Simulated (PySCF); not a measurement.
**C5H3BCl2O2: runs on many settings**

Aim: see how C5H3BCl2O2 (`O=C1C=C(B(Cl)Cl)C(=O)C1`) answers to the choice of functional, basis, grid and SCF options.

Programs: PySCF 2.14.0, with density-fitted response routines of our own. Each step states its level of theory. These are calculated values for one molecule in the gas phase, unless marked as measured. Atoms count from 0, in the outputs and in this text.

### 1 The molecule as given

13 atoms, charge 0, multiplicity 1; geometry from: GFN2-xTB.

Bonds of the start (Å): O0–C1 1.20, C1–C2 1.48, C2–C3 1.35, C3–B4 1.57, B4–Cl5 1.71, B4–Cl6 1.72, C3–C7 1.50, C7–O8 1.20, C7–C9 1.51, C9–C1 1.51, C2–H10 1.08, C9–H11 1.09, C9–H12 1.09.

### 2 TDDFT and polarisability: mPW1PW91/def2-SVPD

The job: settings as JSON, then the geometry in Å.

```
{"job": {"kind": "uv", "xc": "mPW1PW91", "basis": "def2-SVPD", "nstates": 12, "ntriplets": 5, "tda": true}, "charge": 0, "multiplicity": 1}
O     -2.391326     1.650701     0.056273
C     -1.483682     0.864216     0.020915
C     -0.037439     1.189030    -0.005986
C      0.735986     0.086138    -0.001546
B      2.301033     0.027112    -0.037960
Cl     3.115618    -1.334219    -0.662717
Cl     3.194230     1.374363     0.546991
C     -0.147312    -1.129630     0.037339
O      0.219516    -2.270213     0.099885
C     -1.581917    -0.645638     0.004935
H      0.310802     2.207881    -0.031348
H     -2.153596    -1.024360     0.853498
H     -2.086300    -0.994896    -0.898006
```

With the program's defaults for keys left out, this is: TDA mPW1PW91/def2-SVPD, vertical, gas phase, core orbitals frozen in the response.

Started as:

```bash
> OMP_NUM_THREADS=1 python probes_run.py task.json out
```

This one command runs all jobs of the session in turn.

What it wrote:

```text
coarse grid: 13800 points
cycle   1  E = -1287.1381766652  dE =  1.903e+00  |g| = 1.056e+00  |ddm| = 6.293e+00
cycle   2  E = -1286.1864631308  dE =  9.517e-01  |g| = 2.422e+00  |ddm| = 6.300e+00
cycle   3  E = -1287.3662315063  dE = -1.180e+00  |g| = 1.675e-01  |ddm| = 5.150e+00
cycle   4  E = -1287.3719037803  dE = -5.672e-03  |g| = 8.170e-02  |ddm| = 4.671e-01
cycle   5  E = -1287.3734796218  dE = -1.576e-03  |g| = 1.540e-02  |ddm| = 1.736e-01
cycle   6  E = -1287.3735242128  dE = -4.459e-05  |g| = 7.778e-03  |ddm| = 3.793e-02
cycle   7  E = -1287.3735368942  dE = -1.268e-05  |g| = 2.631e-03  |ddm| = 1.509e-02
cycle   8  E = -1287.3735383718  dE = -1.478e-06  |g| = 6.883e-04  |ddm| = 5.008e-03
final grid: 129272 points
cycle   9  E = -1287.5294692833  dE = -1.987e-05  |g| = 9.332e-03  |ddm| = 1.498e-01
cycle  10  E = -1287.5294038806  dE =  6.540e-05  |g| = 2.044e-02  |ddm| = 4.284e-02
cycle  11  E = -1287.5294867570  dE = -8.288e-05  |g| = 6.516e-04  |ddm| = 2.902e-02
cycle  12  E = -1287.5294868514  dE = -9.443e-08  |g| = 1.511e-04  |ddm| = 1.506e-03
cycle  13  E = -1287.5294868565  dE = -5.135e-09  |g| = 6.736e-05  |ddm| = 5.443e-04
cycle  14  E = -1287.5294868577  dE = -1.133e-09  |g| = 2.236e-05  |ddm| = 1.847e-04
cycle  15  E = -1287.5294868578  dE = -1.123e-10  |g| = 8.488e-06  |ddm| = 5.155e-05
converged SCF energy = -1287.5294868578

Static polarisability (au): isotropic 102.240, principal 65.162 107.089 134.470

Singlet excitations
state   eV       nm        f      main configurations
  1   2.5897    478.8   0.00010   H->L 0.96
  2   3.4646    357.9   0.00043   H-1->L 0.92
  3   4.4095    281.2   0.00125   H->L+1 0.81
  4   4.7289    262.2   0.00779   H-3->L 0.74, H-2->L 0.21
  5   5.1061    242.8   0.00830   H-4->L 0.55, H-5->L 0.32
  6   5.5220    224.5   0.19673   H-5->L 0.36, H-2->L 0.35, H-3->L 0.11
  7   5.5400    223.8   0.01441   H->L+2 0.74, H-5->L 0.09
  8   5.6160    220.8   0.19489   H-4->L 0.34, H-5->L 0.21, H-1->L+1 0.14
  9   5.7757    214.7   0.14284   H-1->L+1 0.64, H-2->L 0.12, H->L+1 0.09
 10   6.3851    194.2   0.00954   H-2->L+1 0.44, H-6->L 0.43
 11   6.4719    191.6   0.01370   H-1->L+2 0.47, H-3->L+1 0.26
 12   6.5240    190.0   0.01983   H-6->L 0.33, H-3->L+1 0.25, H-1->L+2 0.24

Triplet excitations (Tamm-Dancoff, eV): 2.2110 3.0180 3.1892 4.1031 4.6290
```

It took 37 s on 1 thread of Arm Neoverse V2, shared host; peak memory 0.98 GiB.

The orbitals next to the gap, with their largest atomic shares:

| orbital | eV | atoms |
| --- | --- | --- |
| HOMO−3 | -9.58 | Cl5 49 %, Cl6 29 %, O8 5 % |
| HOMO−2 | -9.28 | C3 23 %, C2 22 %, Cl6 14 % |
| HOMO−1 | -8.68 | O0 37 %, O8 23 %, C9 8 % |
| HOMO | -7.72 | O8 34 %, O0 25 %, C9 12 % |
| LUMO | -3.62 | C2 21 %, C3 19 %, O0 13 % |
| LUMO+1 | -1.70 | C7 22 %, B4 22 %, O8 18 % |
| LUMO+2 | -0.63 | C1 25 %, O0 17 %, C2 10 % |

With each of the 12 states as a Gaussian band of 0.4 eV half-width at 1/e, the curve within the window shown has maxima at 221 nm (ε 21,000) L/(mol cm). Beyond the last state computed it falls off for lack of states. The curve at chosen wavelengths:

nm, ε (L/mol/cm) and a bar:
```
      182        836 #
      200       4230 ######
      217      19807 ##############################
      235      11495 #################
      253       1717 ###
      270        444 #
      288        160 
      305         48 
      323         16 
      341         16 
      358         18 
      376         15 
      394         10 
      411          6 
      429          5 
      447          4 
      464          4 
      482          4 
      500          4 
      517          3 
      535          3 
      552          2 
      570          1 
      588          1 
      605          1 
      623          0
```

Ground-state properties from the same run:

| property | computed |
| --- | --- |
| dipole moment (D) | 0.88 |
| polarisability (Å³) | 15.15 |
| HOMO–LUMO gap (eV) | 4.10 |
| −ε(HOMO) (eV) | 7.72 |

### 3 NMR shieldings: PBE0/pcSseg-1

Settings changed since step 2:

```diff
@@ -1,2 +1,2 @@
-{"job": {"kind": "uv", "xc": "mPW1PW91", "basis": "def2-SVPD", "nstates": 12, "ntriplets": 5, "tda": true}, "charge": 0, "multiplicity": 1}
+{"job": {"kind": "nmr", "xc": "PBE0", "basis": "pcSseg-1", "pop": false}, "charge": 0, "multiplicity": 1}
 O     -2.391326     1.650701     0.056273
```

Level: GIAO PBE0/pcSseg-1 NMR shielding, non-relativistic, gas phase.

What it wrote:

```text
coarse grid: 13800 points
cycle   1  E = -1286.9965252455  dE =  1.983e+00  |g| = 1.078e+00  |ddm| = 3.695e+00
cycle   2  E = -1286.0659964309  dE =  9.305e-01  |g| = 2.435e+00  |ddm| = 4.382e+00
cycle   3  E = -1287.2244756150  dE = -1.158e+00  |g| = 1.785e-01  |ddm| = 3.400e+00
cycle   4  E = -1287.2307973165  dE = -6.322e-03  |g| = 8.542e-02  |ddm| = 2.217e-01
cycle   5  E = -1287.2324326547  dE = -1.635e-03  |g| = 1.638e-02  |ddm| = 8.212e-02
cycle   6  E = -1287.2324810050  dE = -4.835e-05  |g| = 8.291e-03  |ddm| = 2.145e-02
cycle   7  E = -1287.2324939748  dE = -1.297e-05  |g| = 2.855e-03  |ddm| = 9.979e-03
cycle   8  E = -1287.2324955673  dE = -1.592e-06  |g| = 6.958e-04  |ddm| = 3.375e-03
final grid: 129272 points
cycle   9  E = -1287.3085141952  dE = -1.067e-05  |g| = 1.527e-02  |ddm| = 3.961e-02
cycle  10  E = -1287.3083494909  dE =  1.647e-04  |g| = 3.307e-02  |ddm| = 4.417e-02
cycle  11  E = -1287.3085575513  dE = -2.081e-04  |g| = 1.186e-03  |ddm| = 3.177e-02
cycle  12  E = -1287.3085577638  dE = -2.126e-07  |g| = 3.074e-04  |ddm| = 1.197e-03
cycle  13  E = -1287.3085577865  dE = -2.265e-08  |g| = 7.697e-05  |ddm| = 3.601e-04
cycle  14  E = -1287.3085577876  dE = -1.084e-09  |g| = 3.473e-05  |ddm| = 1.036e-04
cycle  15  E = -1287.3085577878  dE = -2.174e-10  |g| = 1.357e-05  |ddm| = 4.376e-05
converged SCF energy = -1287.3085577878

GIAO shielding tensors (ppm)
atom      isotropic    diamagn.    paramagn.     s11        s22        s33       span
  0 O     -398.024     396.290    -794.314  -1168.353   -396.771    371.052   1539.405
  1 C      -20.838     249.873    -270.712    -96.828    -46.296     80.609    177.437
  2 C       22.641     254.558    -231.917   -104.862     43.265    129.519    234.380
  3 C       24.882     261.602    -236.720    -92.433     29.204    137.875    230.308
  4 B       46.120     190.496    -144.376     19.542     27.640     91.178     71.636
  5 Cl     635.796    1146.548    -510.752    355.239    600.859    951.291    596.052
  6 Cl     667.576    1146.374    -478.798    370.632    725.678    906.418    535.786
  7 C      -19.107     246.926    -266.033    -96.862    -34.424     73.965    170.827
  8 O     -364.916     397.572    -762.489  -1078.189   -386.437    369.876   1448.065
  9 C      141.406     255.675    -114.269    135.577    137.039    151.602     16.025
 10 H       24.149      32.012      -7.864     18.760     23.520     30.166     11.406
 11 H       28.833      28.901      -0.069     25.992     27.833     32.673      6.680
 12 H       28.833      28.890      -0.057     26.037     27.655     32.807      6.771
```

Wall time 23 s (1 thread of Arm Neoverse V2, shared host); peak memory 0.96 GiB.

Shifts follow as δ = σ(reference) − σ, with reference shieldings (ppm) from runs at the same level and on the same kind of geometry: 1H TMS 31.72, 13C TMS 186.9, 17O H2O 336.1, 11B BF3·OEt2 100.1, 35Cl HCl 950. The references are single molecules in the gas phase, so shifts against H2O, NH3, PH3, H3PO4 or CFCl3 are not on the usual liquid scales and can be off by tens of ppm. Atoms listed in one row are averaged.

```csv
atoms,environment,σ (ppm),δ (ppm),δ scaled to CDCl3
C1,ketone carbonyl carbon,-20.8,207.8,200.9
C7,ketone carbonyl carbon,-19.1,206.0,199.2
C2,β carbon of a C=C–C=O unit,22.6,164.3,158.4
C3,β carbon of a C=C–C=O unit,24.9,162.0,156.2
C9,sp3 CH2 α to a carbonyl,141.4,45.5,42.5
H10,hydrogen on a β carbon of a C=C–C=O unit,24.15,7.57,7.24
"H11, H12",hydrogen on an sp3 CH2 α to a carbonyl,28.83,2.88,2.82
O0,ketone oxygen,-398.0,734.1,–
O8,ketone oxygen,-364.9,701.0,–
B4,"boron bonded to C, 2 Cl",46.1,53.9,–
"Cl5, Cl6",chlorine bonded to B,652,298,–
```

The scaled column applies a straight-line fit of computed shieldings to shifts measured in CDCl3, with any fitted terms for Cl, Br or S neighbours (root-mean-square error 0.16 ppm for H, 1.9 ppm for C).

Ring of atoms C1, C2, C3, C7, C9: NICS(0) 7.4, NICS(1) -2.3, NICS(1)zz -3.0 ppm (means of both faces).

### 4 Shielding tensors: wB97X-D/6-31G*

Settings changed since step 3:

```diff
@@ -1,2 +1,2 @@
-{"job": {"kind": "nmr", "xc": "PBE0", "basis": "pcSseg-1", "pop": false}, "charge": 0, "multiplicity": 1}
+{"job": {"kind": "nmr", "xc": "wB97X-D", "basis": "6-31G*", "pop": false, "grid": 4}, "charge": 0, "multiplicity": 1}
 O     -2.391326     1.650701     0.056273
```

Method: GIAO wB97X-D/6-31G* NMR shielding, non-relativistic, gas phase.

What it wrote:

```text
coarse grid: 13800 points
cycle   1  E = -1287.6816064431  dE =  2.358e+00  |g| = 1.209e+00  |ddm| = 4.021e+00
cycle   2  E = -1287.1937664830  dE =  4.878e-01  |g| = 2.068e+00  |ddm| = 3.426e+00
cycle   3  E = -1288.0054721307  dE = -8.117e-01  |g| = 1.101e-01  |ddm| = 2.234e+00
cycle   4  E = -1288.0081802413  dE = -2.708e-03  |g| = 5.947e-02  |ddm| = 1.749e-01
cycle   5  E = -1288.0090441028  dE = -8.639e-04  |g| = 1.263e-02  |ddm| = 7.763e-02
cycle   6  E = -1288.0090908893  dE = -4.679e-05  |g| = 5.883e-03  |ddm| = 3.013e-02
cycle   7  E = -1288.0091004863  dE = -9.597e-06  |g| = 1.758e-03  |ddm| = 1.017e-02
final grid: 332168 points
cycle   8  E = -1287.9251511017  dE = -1.068e-04  |g| = 5.811e-03  |ddm| = 4.844e-02
cycle   9  E = -1287.9251534902  dE = -2.389e-06  |g| = 5.610e-03  |ddm| = 1.248e-02
cycle  10  E = -1287.9251608088  dE = -7.319e-06  |g| = 1.271e-03  |ddm| = 6.962e-03
cycle  11  E = -1287.9251611301  dE = -3.213e-07  |g| = 5.445e-04  |ddm| = 1.249e-03
cycle  12  E = -1287.9251611834  dE = -5.330e-08  |g| = 1.808e-04  |ddm| = 8.938e-04
cycle  13  E = -1287.9251611924  dE = -9.016e-09  |g| = 4.541e-05  |ddm| = 2.306e-04
cycle  14  E = -1287.9251611932  dE = -7.362e-10  |g| = 1.491e-05  |ddm| = 1.148e-04
converged SCF energy = -1287.9251611932

GIAO shielding tensors (ppm)
atom      isotropic    diamagn.    paramagn.     s11        s22        s33       span
  0 O     -312.964     395.052    -708.016  -1005.894   -326.119    393.121   1399.016
  1 C        2.541     248.192    -245.651    -65.061    -24.692     97.376    162.437
  2 C       43.692     261.065    -217.373    -74.276     59.734    145.618    219.894
  3 C       45.153     253.512    -208.359    -62.251     45.328    152.382    214.633
  4 B       60.135     200.117    -139.982     35.785     44.226    100.395     64.611
  5 Cl     696.218    1147.047    -450.829    438.226    681.304    969.124    530.898
  6 Cl     721.931    1146.743    -424.812    454.378    781.828    929.587    475.209
  7 C        4.056     247.853    -243.797    -63.978    -15.649     91.793    155.771
  8 O     -285.124     397.136    -682.260   -929.024   -316.223    389.875   1318.898
  9 C      154.954     257.430    -102.476    149.550    150.530    164.782     15.232
 10 H       25.182      30.741      -5.559     19.952     24.675     30.919     10.967
 11 H       29.921      29.630       0.292     26.884     29.389     33.491      6.607
 12 H       29.898      29.669       0.230     26.954     29.183     33.558      6.604
```

It took 34 s on 1 thread of Arm Neoverse V2, shared host; peak memory 0.86 GiB.

Key values: δ C1 194.3, C7 192.8, C2 153.2, C3 151.7, H10 7.34, H11 2.61 ppm (means over like atoms).

### 5 Nuclear shieldings: OPBE/ANO-RCC-VDZP

Settings changed since step 4:

```diff
@@ -1,2 +1,2 @@
-{"job": {"kind": "nmr", "xc": "wB97X-D", "basis": "6-31G*", "pop": false, "grid": 4}, "charge": 0, "multiplicity": 1}
+{"job": {"kind": "nmr", "xc": "OPBE", "basis": "ANO-RCC-VDZP", "pop": false}, "charge": 0, "multiplicity": 1}
 O     -2.391326     1.650701     0.056273
```

Level: GIAO OPBE/ANO-RCC-VDZP NMR shielding, non-relativistic, gas phase.

What it wrote:

```text
coarse grid: 13800 points
cycle   1  E = -1287.0416091776  dE =  1.744e+00  |g| = 1.053e+00  |ddm| = 5.414e+00
cycle   2  E = -1283.8713357126  dE =  3.170e+00  |g| = 3.542e+00  |ddm| = 4.705e+00
cycle   3  E = -1287.1835626882  dE = -3.312e+00  |g| = 5.751e-01  |ddm| = 4.447e+00
cycle   4  E = -1287.2696739400  dE = -8.611e-02  |g| = 2.147e-01  |ddm| = 9.226e-01
cycle   5  E = -1287.2721769965  dE = -2.503e-03  |g| = 1.984e-01  |ddm| = 4.073e-01
cycle   6  E = -1287.2807992176  dE = -8.622e-03  |g| = 5.984e-02  |ddm| = 2.425e-01
cycle   7  E = -1287.2816151525  dE = -8.159e-04  |g| = 1.648e-02  |ddm| = 7.251e-02
cycle   8  E = -1287.2816729939  dE = -5.784e-05  |g| = 8.611e-03  |ddm| = 2.651e-02
cycle   9  E = -1287.2816928373  dE = -1.984e-05  |g| = 2.716e-03  |ddm| = 1.133e-02
cycle  10  E = -1287.2816945342  dE = -1.697e-06  |g| = 8.693e-04  |ddm| = 3.605e-03
final grid: 129272 points
cycle  11  E = -1287.2647368375  dE =  2.792e-05  |g| = 3.583e-02  |ddm| = 8.659e-02
cycle  12  E = -1287.2627632874  dE =  1.974e-03  |g| = 1.039e-01  |ddm| = 1.203e-01
cycle  13  E = -1287.2649949658  dE = -2.232e-03  |g| = 9.190e-03  |ddm| = 9.392e-02
cycle  14  E = -1287.2650183507  dE = -2.338e-05  |g| = 1.351e-03  |ddm| = 1.097e-02
cycle  15  E = -1287.2650187187  dE = -3.680e-07  |g| = 7.312e-04  |ddm| = 2.072e-03
cycle  16  E = -1287.2650188410  dE = -1.223e-07  |g| = 2.735e-04  |ddm| = 1.033e-03
cycle  17  E = -1287.2650188589  dE = -1.786e-08  |g| = 6.739e-05  |ddm| = 3.535e-04
cycle  18  E = -1287.2650188601  dE = -1.268e-09  |g| = 2.042e-05  |ddm| = 9.973e-05
cycle  19  E = -1287.2650188602  dE = -1.105e-10  |g| = 5.646e-06  |ddm| = 2.504e-05
converged SCF energy = -1287.2650188602

GIAO shielding tensors (ppm)
atom      isotropic    diamagn.    paramagn.     s11        s22        s33       span
  0 O     -359.916     394.647    -754.563  -1141.883   -312.982    375.116   1516.999
  1 C      -12.117     250.449    -262.566    -71.870    -50.542     86.060    157.930
  2 C       40.135     250.267    -210.132    -79.304     64.708    135.001    214.306
  3 C       41.422     252.243    -210.821    -70.557     51.108    143.715    214.272
  4 B       50.245     194.720    -144.475     25.841     33.470     91.424     65.583
  5 Cl     656.647    1159.221    -502.574    416.484    589.636    963.821    547.337
  6 Cl     694.206    1159.101    -464.895    417.770    736.155    928.695    510.925
  7 C       -9.197     248.717    -257.914    -72.542    -33.116     78.067    150.609
  8 O     -330.038     397.371    -727.409  -1051.819   -306.209    367.912   1419.731
  9 C      146.401     248.488    -102.088    139.315    141.809    158.078     18.762
 10 H       24.082      33.211      -9.128     18.376     23.833     30.039     11.662
 11 H       28.860      30.234      -1.374     26.326     28.001     32.252      5.926
 12 H       28.833      30.210      -1.377     26.217     27.854     32.428      6.211
```

Wall time 1.9 min (1 thread of Arm Neoverse V2, shared host); peak memory 0.8 GiB.

In short: δ C1 203.0, C7 200.0, C2 150.7, C3 149.4, H10 7.63, H11 2.87 ppm (means over like atoms).

### 6 NMR shieldings: PBE0/pcSseg-1

Settings changed since step 5:

```diff
@@ -1,2 +1,2 @@
-{"job": {"kind": "nmr", "xc": "OPBE", "basis": "ANO-RCC-VDZP", "pop": false}, "charge": 0, "multiplicity": 1}
+{"job": {"kind": "nmr", "xc": "PBE0", "basis": "pcSseg-1", "pop": true, "scf": {"conv": 1e-07}}, "charge": 0, "multiplicity": 1}
 O     -2.391326     1.650701     0.056273
```

Level: GIAO PBE0/pcSseg-1 NMR shielding, non-relativistic, gas phase.

What it wrote:

```text
final grid: 129272 points
cycle   1  E = -1287.0677091130  dE =  1.988e+00  |g| = 1.090e+00  |ddm| = 3.693e+00
cycle   2  E = -1286.1088797937  dE =  9.588e-01  |g| = 2.464e+00  |ddm| = 4.480e+00
cycle   3  E = -1287.3004416333  dE = -1.192e+00  |g| = 1.792e-01  |ddm| = 3.492e+00
cycle   4  E = -1287.3067725517  dE = -6.331e-03  |g| = 8.745e-02  |ddm| = 2.268e-01
cycle   5  E = -1287.3084832168  dE = -1.711e-03  |g| = 1.797e-02  |ddm| = 8.472e-02
cycle   6  E = -1287.3085390873  dE = -5.587e-05  |g| = 9.396e-03  |ddm| = 2.413e-02
cycle   7  E = -1287.3085561159  dE = -1.703e-05  |g| = 2.807e-03  |ddm| = 1.091e-02
cycle   8  E = -1287.3085576644  dE = -1.549e-06  |g| = 6.975e-04  |ddm| = 3.396e-03
cycle   9  E = -1287.3085577666  dE = -1.022e-07  |g| = 2.967e-04  |ddm| = 1.138e-03
cycle  10  E = -1287.3085577855  dE = -1.897e-08  |g| = 8.764e-05  |ddm| = 3.794e-04
converged SCF energy = -1287.3085577855

GIAO shielding tensors (ppm)
atom      isotropic    diamagn.    paramagn.     s11        s22        s33       span
  0 O     -398.028     396.290    -794.318  -1168.357   -396.772    371.045   1539.401
  1 C      -20.838     249.873    -270.711    -96.831    -46.289     80.608    177.439
  2 C       22.637     254.560    -231.922   -104.860     43.266    129.506    234.366
  3 C       24.885     261.602    -236.716    -92.433     29.208    137.881    230.314
  4 B       46.118     190.496    -144.378     19.543     27.638     91.174     71.631
  5 Cl     635.799    1146.549    -510.750    355.244    600.857    951.295    596.051
  6 Cl     667.585    1146.374    -478.789    370.635    725.688    906.433    535.798
  7 C      -19.106     246.925    -266.031    -96.860    -34.427     73.968    170.828
  8 O     -364.911     397.572    -762.484  -1078.197   -386.432    369.895   1448.092
  9 C      141.409     255.675    -114.266    135.580    137.042    151.605     16.024
 10 H       24.149      32.012      -7.864     18.760     23.520     30.166     11.406
 11 H       28.833      28.901      -0.068     25.993     27.833     32.673      6.680
 12 H       28.833      28.890      -0.057     26.037     27.655     32.808      6.771
```

It took 28 s on 1 thread of Arm Neoverse V2, shared host; peak memory 0.97 GiB.

This run: δ C1 207.8, C7 206.0, C2 164.3, C3 162.0, H10 7.57, H11 2.88 ppm (means over like atoms).

### 7 Summary of results

```
                                                                quantity                                 value
                                     lowest singlet (mPW1PW91/def2-SVPD)           2.59 eV (479 nm), f = 0.000
                                brightest single state of those computed           state 6, 5.52 eV, f = 0.197
                                                          lowest triplet                               2.21 eV
                                  13C shifts against TMS (PBE0/pcSseg-1)  207.8, 206.0, 164.3, 162.0, 45.5 ppm
  1H shifts against TMS (PBE0/pcSseg-1, means over atoms taken as alike)                        7.57, 2.88 ppm
                                  17O shifts against H2O (PBE0/pcSseg-1)                      734.1, 701.0 ppm
                             11B shifts against BF3·OEt2 (PBE0/pcSseg-1)                              53.9 ppm
35Cl shifts against HCl (PBE0/pcSseg-1, means over atoms taken as alike)                               298 ppm
```

In words: Single values in the summary come from the first run of each kind that ended normally (mPW1PW91/def2-SVPD; PBE0/pcSseg-1), which need not be the best level. The first singlet state (HOMO→LUMO 0.96) lies at 2.59 eV and is dark; of the 12 states computed, the strongest absorption comes from state 6 at 5.52 eV. The lowest triplet lies 0.38 eV below the lowest singlet. The most deshielded hydrogen is H10 (hydrogen on a β carbon of a C=C–C=O unit), at 7.57 ppm: attached to an sp2 carbon and in the plane of the double bond. At PBE0/pcSseg-1: The widest tensor belongs to O0: span 1539 ppm, with a paramagnetic part of -794 ppm.
